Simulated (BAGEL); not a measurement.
# CH5AlOS (SMILES C[O][AlH][SH]) at HF/6-31G(d) (density fitting with qzvpp-jkfit, spherical functions)

Aim: the energy change on altering one bond length of CH5AlOS at HF/6-31G* (density fitting with qzvpp-jkfit, spherical functions), from 2 runs. 

The results are computed with BAGEL 1.2.2.

1 further run of the same task is left out (set aside as unsound or not needed). Runs told in other sessions of the task aren't counted.

**1. The molecule**

CH5AlOS: 9 atoms, total charge 0, spin state singlet. As SMILES, `C[O][AlH][SH]`. The coordinates come from a PBE0-D4/def2-TZVP relaxation. This is one conformer, not always the lowest.

Bond lengths: C1–O2 1.394 Å, O2–Al3 1.679 Å, Al3–S4 2.185 Å, C1–H5 1.098 Å, C1–H6 1.095 Å, C1–H7 1.095 Å, Al3–H8 1.569 Å, S4–H9 1.345 Å. Some angles: C1–O2–Al3 138.3°, O2–Al3–S4 120.8°, O2–C1–H5 112.7°, O2–C1–H6 110.2°, O2–C1–H7 110.1°, O2–Al3–H8 118.9°, S4–Al3–H8 120.3°, Al3–S4–H9 93.5°, H5–C1–H6 107.8°, H5–C1–H7 107.8°.

**2. A single-point energy at HF/6-31G(d) (density fitting with qzvpp-jkfit, spherical functions)**

Contents of input.json:

```json
{ "bagel" : [

{
  "title" : "molecule",
  "basis" : "6-31gs.json",
  "df_basis" : "qzvpp-jkfit",
  "angstrom" : true,
  "geometry" : [
    { "atom" : "C", "xyz" : [       0.612900,       1.288100,       0.163300 ] },
    { "atom" : "O", "xyz" : [       0.207400,       0.389900,      -0.822800 ] },
    { "atom" : "Al", "xyz" : [      -0.503200,      -1.128100,      -0.920600 ] },
    { "atom" : "S", "xyz" : [      -1.045300,      -2.228800,       0.887900 ] },
    { "atom" : "H", "xyz" : [       0.400200,       0.928300,       1.178600 ] },
    { "atom" : "H", "xyz" : [       1.690300,       1.468000,       0.089900 ] },
    { "atom" : "H", "xyz" : [       0.100100,       2.246400,       0.033100 ] },
    { "atom" : "H", "xyz" : [      -0.773800,      -1.748500,      -2.336000 ] },
    { "atom" : "H", "xyz" : [      -0.600000,      -1.261900,       1.709600 ] }
  ]
},

{
  "title" : "hf",
  "charge" : 0
},

{
  "title" : "print",
  "file" : "orbitals.molden",
  "orbitals" : true
}

]}
```

The basis set 6-31G* is read from a file made from the Basis Set Exchange's data (not shown).

Launch:

```
BAGEL_NUM_THREADS=1 BAGEL input.json > input.out
```

The log of the run:

```text
* using 1 threads per process

  ===============================================================
  ===============================================================

  *** Geometry ***

  { "atom" : "C", "xyz" : [      1.158213,      2.434156,      0.308592 ] },
  { "atom" : "O", "xyz" : [      0.391929,      0.736804,     -1.554867 ] },
  { "atom" : "Al", "xyz" : [     -0.950910,     -2.131800,     -1.739682 ] },
  { "atom" : "S", "xyz" : [     -1.975331,     -4.211822,      1.677888 ] },
  { "atom" : "H", "xyz" : [      0.756268,      1.754233,      2.227231 ] },
  { "atom" : "H", "xyz" : [      3.194204,      2.774118,      0.169886 ] },
  { "atom" : "H", "xyz" : [      0.189162,      4.245081,      0.062550 ] },
  { "atom" : "H", "xyz" : [     -1.462270,     -3.304186,     -4.414400 ] },
  { "atom" : "H", "xyz" : [     -1.133836,     -2.384645,      3.230676 ] },

  Number of auxiliary basis functions:      498

  Since a DF basis is specified, we compute 2- and 3-index integrals:
    o Being stored without compression. Storage requirement is 0.022 GB

  Number of basis functions:       74
  Number of electrons      :       48

    * METHOD: MOLECULE                             0.25

  *** RHF ***

  === Nuclear Repulsion ===
   198.0351952400

      * DIIS with orbital gradients will be used.

  === RHF iteration (6-31gs.json) ===
      0       -754.93878831          0.02063587           0.06
      1       -755.05356984          0.01476178           0.06
      2       -755.13129497          0.00161483           0.06
      3       -755.13304391          0.00027759           0.06
      4       -755.13311405          0.00008321           0.06
      5       -755.13312048          0.00001891           0.06
      6       -755.13312088          0.00000573           0.06
      7       -755.13312091          0.00000146           0.06
      8       -755.13312092          0.00000036           0.06
      9       -755.13312092          0.00000011           0.06
     10       -755.13312092          0.00000003           0.06
     11       -755.13312092          0.00000001           0.06
     12       -755.13312092          0.00000000           0.06
    * SCF iteration converged.

    * Permanent dipole moment:
           (   -0.304228,    -0.655683,    -0.243783) a.u.

    * METHOD: HF                                   0.92

    * METHOD: PRINT                                0.01

  ===============================================================
```

Wall time 1.3 s (1 thread of Arm Neoverse V1, shared host); peak memory 0.11 GiB.

**3. The distorted shape**

Contents of job.json:

```json
{ "bagel" : [

{
  "title" : "molecule",
  "basis" : "6-31gs.json",
  "df_basis" : "qzvpp-jkfit",
  "angstrom" : true,
  "geometry" : [
    { "atom" : "C", "xyz" : [    0.826070,    1.743480,    0.192639 ] },
    { "atom" : "O", "xyz" : [    0.420570,    0.845280,   -0.793461 ] },
    { "atom" : "Al", "xyz" : [   -0.503200,   -1.128100,   -0.920600 ] },
    { "atom" : "S", "xyz" : [   -1.045300,   -2.228800,    0.887900 ] },
    { "atom" : "H", "xyz" : [    0.613370,    1.383680,    1.207939 ] },
    { "atom" : "H", "xyz" : [    1.903470,    1.923380,    0.119239 ] },
    { "atom" : "H", "xyz" : [    0.313270,    2.701780,    0.062439 ] },
    { "atom" : "H", "xyz" : [   -0.773800,   -1.748500,   -2.336000 ] },
    { "atom" : "H", "xyz" : [   -0.600000,   -1.261900,    1.709600 ] }
  ]
},
{
  "title" : "hf"
},
{
  "title" : "print",
  "file" : "orbitals.molden",
  "orbitals" : true
}

]}
```

The basis set 6-31G* is read from a file made from the Basis Set Exchange's data (not shown).

Launch:

```
BAGEL_NUM_THREADS=1 BAGEL job.json > job.out
```

The log of the run:

```text
* using 1 threads per process

  ===============================================================
  ===============================================================

  *** Geometry ***

  { "atom" : "C", "xyz" : [      1.561046,      3.294700,      0.364035 ] },
  { "atom" : "O", "xyz" : [      0.794762,      1.597348,     -1.499424 ] },
  { "atom" : "Al", "xyz" : [     -0.950910,     -2.131800,     -1.739682 ] },
  { "atom" : "S", "xyz" : [     -1.975331,     -4.211822,      1.677888 ] },
  { "atom" : "H", "xyz" : [      1.159101,      2.614776,      2.282674 ] },
  { "atom" : "H", "xyz" : [      3.597037,      3.634661,      0.225329 ] },
  { "atom" : "H", "xyz" : [      0.591995,      5.105624,      0.117993 ] },
  { "atom" : "H", "xyz" : [     -1.462270,     -3.304186,     -4.414400 ] },
  { "atom" : "H", "xyz" : [     -1.133836,     -2.384645,      3.230676 ] },

  Number of auxiliary basis functions:      498

  Since a DF basis is specified, we compute 2- and 3-index integrals:
    o Being stored without compression. Storage requirement is 0.022 GB

  Number of basis functions:       74
  Number of electrons      :       48

    * METHOD: MOLECULE                             0.25

  *** RHF ***

  === Nuclear Repulsion ===
   182.7582045413

      * DIIS with orbital gradients will be used.

  === RHF iteration (6-31gs.json) ===
      0       -754.83533439          0.02151265           0.06
      1       -754.92336817          0.01883910           0.06
      2       -755.06115429          0.00190131           0.06
      3       -755.06382552          0.00039089           0.06
      4       -755.06399008          0.00013913           0.06
      5       -755.06401610          0.00004912           0.06
      6       -755.06402057          0.00001843           0.06
      7       -755.06402120          0.00000681           0.06
      8       -755.06402129          0.00000257           0.06
      9       -755.06402130          0.00000088           0.06
     10       -755.06402130          0.00000039           0.05
     11       -755.06402130          0.00000012           0.06
     12       -755.06402130          0.00000004           0.06
     13       -755.06402130          0.00000002           0.06
     14       -755.06402130          0.00000001           0.06
    * SCF iteration converged.

    * Permanent dipole moment:
           (    0.162648,     0.341167,    -0.178313) a.u.

    * METHOD: HF                                   1.05

    * METHOD: PRINT                                0.01

  ===============================================================
```

Run time: 1.4 s. Hardware: 1 thread of Arm Neoverse V1, shared host; peak memory 0.11 GiB.

**4. Summary of results**

Level: HF/6-31G* (density fitting with qzvpp-jkfit, spherical functions).

```
                                                          quantity          value
                                         first shape: total energy  -755.13312 Eh
                                        first shape: dipole moment         1.94 D
                                          first shape: HOMO energy      -10.44 eV
                                          first shape: LUMO energy        2.15 eV
                                        first shape: HOMO–LUMO gap       12.59 eV
                                     distorted shape: total energy  -755.06402 Eh
                                    distorted shape: dipole moment         1.06 D
                                      distorted shape: HOMO energy      -10.50 eV
                                      distorted shape: LUMO energy        1.32 eV
                                    distorted shape: HOMO–LUMO gap       11.83 eV
energy change with the O2–Al3 bond stretched from 1.679 to 2.183 Å       1.880 eV
```

With the O2–Al3 bond stretched from 1.679 to 2.183 Å the energy rises by 1.88 eV (181 kJ/mol). The first shape isn't relaxed at this level, so the change isn't measured from a minimum.
